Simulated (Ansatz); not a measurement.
# One shape, several levels: CH7BFNSi (SMILES C[SiH2]B(N)F)

We compute a comparison of 6 runs (HF/STO-3G, HF/3-21G, B3LYP/6-31G*, PBE0/def2-SVP, PBE0/def2-SVPD, MP2/6-311G**) of CH7BFNSi. 

The calculation is run with Ansatz 0.2.0.

3 further runs of the same task are left out: 2 that didn't finish, 1 set aside as unsound or not needed.

## (1) The molecule

The species is CH7BFNSi (12 atoms), meant as a singlet with charge 0. SMILES: `C[SiH2]B(N)F`. The shape is that of a PBE0-D4/def2-TZVP optimisation. This is one conformer, not always the lowest.

Bond lengths: C1–Si2 1.878 Å, Si2–B3 2.032 Å, B3–N4 1.392 Å, B3–F5 1.347 Å, C1–H6 1.092 Å, C1–H7 1.092 Å, C1–H8 1.092 Å, Si2–H9 1.495 Å, Si2–H10 1.493 Å, N4–H11 1.008 Å, N4–H12 1.004 Å. Some angles: C1–Si2–B3 112.0°, Si2–B3–N4 123.3°, Si2–B3–F5 119.4°, N4–B3–F5 117.3°, C1–Si2–H9 109.9°, C1–Si2–H10 109.3°, B3–Si2–H9 109.5°, B3–Si2–H10 109.4°, Si2–C1–H6 110.9°, Si2–C1–H7 111.1°.

## (2) Energy and gradient at HF/STO-3G (run 1)

job.yaml

```yaml
crystal:
  periodic: [false, false, false]
  atoms:
    - {symbol: C, position_ang: [-1.831300, 0.418600, -0.759800]}
    - {symbol: Si, position_ang: [-0.523600, -0.728100, -0.051000]}
    - {symbol: B, position_ang: [1.017300, 0.297700, 0.785900]}
    - {symbol: N, position_ang: [2.354000, 0.047600, 0.487900]}
    - {symbol: F, position_ang: [0.755000, 1.274900, 1.675000]}
    - {symbol: H, position_ang: [-1.415300, 1.038800, -1.556800]}
    - {symbol: H, position_ang: [-2.670200, -0.147100, -1.170200]}
    - {symbol: H, position_ang: [-2.214800, 1.082400, 0.018400]}
    - {symbol: H, position_ang: [-0.000300, -1.627400, -1.124400]}
    - {symbol: H, position_ang: [-1.147500, -1.610900, 0.978700]}
    - {symbol: H, position_ang: [3.111700, 0.556100, 0.916500]}
    - {symbol: H, position_ang: [2.641900, -0.657700, -0.166200]}
basis:
  gaussian:
    orbitals: STO-3G
hamiltonian:
  xc: hf
accuracy: high
output: {forces: true, orbitals: {seedname: orbitals}}
```

Started as:

```sh
$ ansatz run job.yaml --threads 1 --pin off --max-ram 2610MiB --events-out events.jsonl --progress --plain --runs-dir runs
```

Standard output, shortened:

```text
Warning: RAYON_NUM_THREADS=1 ignored (pool sized by the plan → 1); use --threads N
Functional definition: HF
  name "HF"
[...]
748 factors; integrals over basis functions are off by at most 4.9e-9 eV
[...]
mean field -13696.87666548 eV, -503.3509333799 hartree, gradient 1.5e-8 eV, S^2 0.000000; 0 other end points of the search recorded, 0 dependent functions left out
[...]
reference -13696.87666548 eV, -503.3509333799 hartree; 24, 24 occupied and 12, 12 virtual orbitals, 748 factors
Total energy: -13696.87666548 eV, -503.3509333799 hartree
Atom 0 at    -1.831300     0.418600    -0.759800 Å, force     0.057652    -0.060754     0.044886 eV/Å
Atom 1 at    -0.523600    -0.728100    -0.051000 Å, force     0.761617    -1.550527     0.271306 eV/Å
Atom 2 at     1.017300     0.297700     0.785900 Å, force    -1.237346     0.713228     0.626231 eV/Å
Atom 3 at     2.354000     0.047600     0.487900 Å, force    -0.941064     0.121678     0.177470 eV/Å
Atom 4 at     0.755000     1.274900     1.675000 Å, force     0.356388    -0.992483    -0.885006 eV/Å
Atom 5 at    -1.415300     1.038800    -1.556800 Å, force    -0.250758    -0.223112     0.301210 eV/Å
Atom 6 at    -2.670200    -0.147100    -1.170200 Å, force     0.289633     0.303176     0.134438 eV/Å
Atom 7 at    -2.214800     1.082400     0.018400 Å, force     0.081258    -0.237295    -0.387507 eV/Å
Atom 8 at    -0.000300    -1.627400    -1.124400 Å, force    -0.732531     1.109536     1.240090 eV/Å
Atom 9 at    -1.147500    -1.610900     0.978700 Å, force     0.663649     1.062405    -1.253277 eV/Å
Atom 10 at     3.111700     0.556100     0.916500 Å, force     0.534371     0.197783     0.146943 eV/Å
Atom 11 at     2.641900    -0.657700    -0.166200 Å, force     0.417131    -0.443636    -0.416783 eV/Å
Dipole moment:     0.345513    -0.072847    -0.104627 e Å
```

It took 1.8 s on 1 thread of Intel Xeon Platinum 8259CL at 2.50GHz (Skylake/Cascade Lake), shared host.

## (3) Energy and gradient at HF/3-21G (run 2)

molecule.yaml

```yaml
crystal:
  periodic: [false, false, false]
  atoms:
    - {symbol: C, position_ang: [-1.831300, 0.418600, -0.759800]}
    - {symbol: Si, position_ang: [-0.523600, -0.728100, -0.051000]}
    - {symbol: B, position_ang: [1.017300, 0.297700, 0.785900]}
    - {symbol: "N", position_ang: [2.354000, 0.047600, 0.487900]}
    - {symbol: F, position_ang: [0.755000, 1.274900, 1.675000]}
    - {symbol: H, position_ang: [-1.415300, 1.038800, -1.556800]}
    - {symbol: H, position_ang: [-2.670200, -0.147100, -1.170200]}
    - {symbol: H, position_ang: [-2.214800, 1.082400, 0.018400]}
    - {symbol: H, position_ang: [-0.000300, -1.627400, -1.124400]}
    - {symbol: H, position_ang: [-1.147500, -1.610900, 0.978700]}
    - {symbol: H, position_ang: [3.111700, 0.556100, 0.916500]}
    - {symbol: H, position_ang: [2.641900, -0.657700, -0.166200]}
basis:
  gaussian: {orbitals: 3-21G.json}
hamiltonian: {xc: hf}
accuracy: high
output: {forces: true, orbitals: {seedname: orbitals}}
```

The basis set 3-21G is read from a file made from the Basis Set Exchange's data (not shown).

Started as:

```sh
$ ansatz run molecule.yaml --threads 1 --pin off --max-ram 2610MiB --events-out events.jsonl --progress --plain --runs-dir runs
```

Standard output:

```text
Warning: RAYON_NUM_THREADS=1 ignored (pool sized by the plan → 1); use --threads N
[... 13 lines left out ...]
Total energy: -13791.62064296 eV, -506.8327103326 hartree
[... 12 lines left out ...]
Dipole moment:     0.399569    -0.093268    -0.231006 e Å
```

Wall time 2.8 s (1 thread of Intel Xeon Platinum 8259CL at 2.50GHz (Skylake/Cascade Lake), shared host).

Runs 3 to 5 aren't shown in full; the table further down has their settings and results.

## (4) Energy and forces at MP2/6-311G(d,p) (run 6)

in.yaml

```yaml
crystal:
  periodic: [false, false, false]
  atoms:
    - {symbol: C, position_ang: [-1.831300, 0.418600, -0.759800]}
    - {symbol: Si, position_ang: [-0.523600, -0.728100, -0.051000]}
    - {symbol: B, position_ang: [1.017300, 0.297700, 0.785900]}
    - {symbol: N, position_ang: [2.354000, 0.047600, 0.487900]}
    - {symbol: F, position_ang: [0.755000, 1.274900, 1.675000]}
    - {symbol: H, position_ang: [-1.415300, 1.038800, -1.556800]}
    - {symbol: H, position_ang: [-2.670200, -0.147100, -1.170200]}
    - {symbol: H, position_ang: [-2.214800, 1.082400, 0.018400]}
    - {symbol: H, position_ang: [-0.000300, -1.627400, -1.124400]}
    - {symbol: H, position_ang: [-1.147500, -1.610900, 0.978700]}
    - {symbol: H, position_ang: [3.111700, 0.556100, 0.916500]}
    - {symbol: H, position_ang: [2.641900, -0.657700, -0.166200]}
basis:
  gaussian:
    orbitals: 6-311G_st__st_-spherical.json
correlation:
  method: mp2
  frozen_orbitals: {B: 1, C: 1, F: 1, H: 0, "N": 1, Si: 5}
accuracy: high
output:
  forces: true
  orbitals: {seedname: orbitals}
```

The basis set 6-311G** is read from a file made from the Basis Set Exchange's data (not shown).

Started as:

```sh
$ ansatz run in.yaml --threads 1 --pin off --max-ram 2610MiB --events-out events.jsonl --progress --plain --runs-dir runs
```

Standard output:

```text
Warning: RAYON_NUM_THREADS=1 ignored (pool sized by the plan → 1); use --threads N
[... 10 lines left out ...]
9 core orbitals not correlated: weight in the atoms' cores, before any rotation towards them, 1.000 or more for the frozen orbitals, at most 0.000 for the correlated occupied ones
[... 4 lines left out ...]
Total energy: -13887.34435219 eV, -510.3504917628 hartree
[... 12 lines left out ...]
Dipole moment:     0.393436    -0.050805    -0.197820 e Å
```

It took 29 s on 1 thread of Intel Xeon Platinum 8259CL at 2.50GHz (Skylake/Cascade Lake), shared host; peak memory 0.64 GiB.

## (5) All runs side by side

| run | level | frozen core orbitals | energy (Eh) | dipole moment (D) | HOMO energy (eV) | LUMO energy (eV) | wall time |
| --- | --- | --- | --- | --- | --- | --- | --- |
| 1 | HF/STO-3G | – | -503.350933 | 1.77 | -8.50 | 9.19 | 1.8 s |
| 2 | HF/3-21G | – | -506.832710 | 2.26 | -10.94 | 3.95 | 2.8 s |
| 3 | B3LYP/6-31G* (spherical functions) | – | -511.356475 | 2.03 | -7.46 | 0.25 | 15 s |
| 4 | PBE0/def2-SVP | – | -510.737757 | 2.16 | -7.86 | 0.20 | 25 s |
| 5 | PBE0/def2-SVPD | – | -510.756303 | 2.01 | -8.02 | -0.15 | 34 s |
| 6 | MP2/6-311G** | 9 | -510.350492 | 2.13 | -11.14 | 3.26 | 29 s |

## (6) Outcome

| quantity | value |
| --- | --- |
| run 6: total energy | -510.35049 Eh |
| run 6: dipole moment (correlated density) | 2.13 D |
| run 6: HOMO energy (Hartree–Fock orbitals) | -11.14 eV |
| run 6: LUMO energy (Hartree–Fock orbitals) | 3.26 eV |
| run 6: HOMO–LUMO gap (Hartree–Fock orbitals) | 14.40 eV |
| run 6: correlation energy (9 core orbitals frozen) | -727.8 mEh |
| run 6: largest force on an atom | 0.375 eV/Å |

What this shows: The dipole moment (its size) runs from 1.77 D (HF/STO-3G) to 2.26 D (HF/3-21G). Over runs 1, 2, 3, 4, 5 the HOMO–LUMO gap runs from 7.71 eV (B3LYP/6-31G*) to 17.69 eV (HF/STO-3G). The two ends differ in method and basis. Totals of different functionals can't be ranked against each other. In run 1 the basis is minimal, so the values are rough. All runs together took 1.8 min, the longest 34 s.
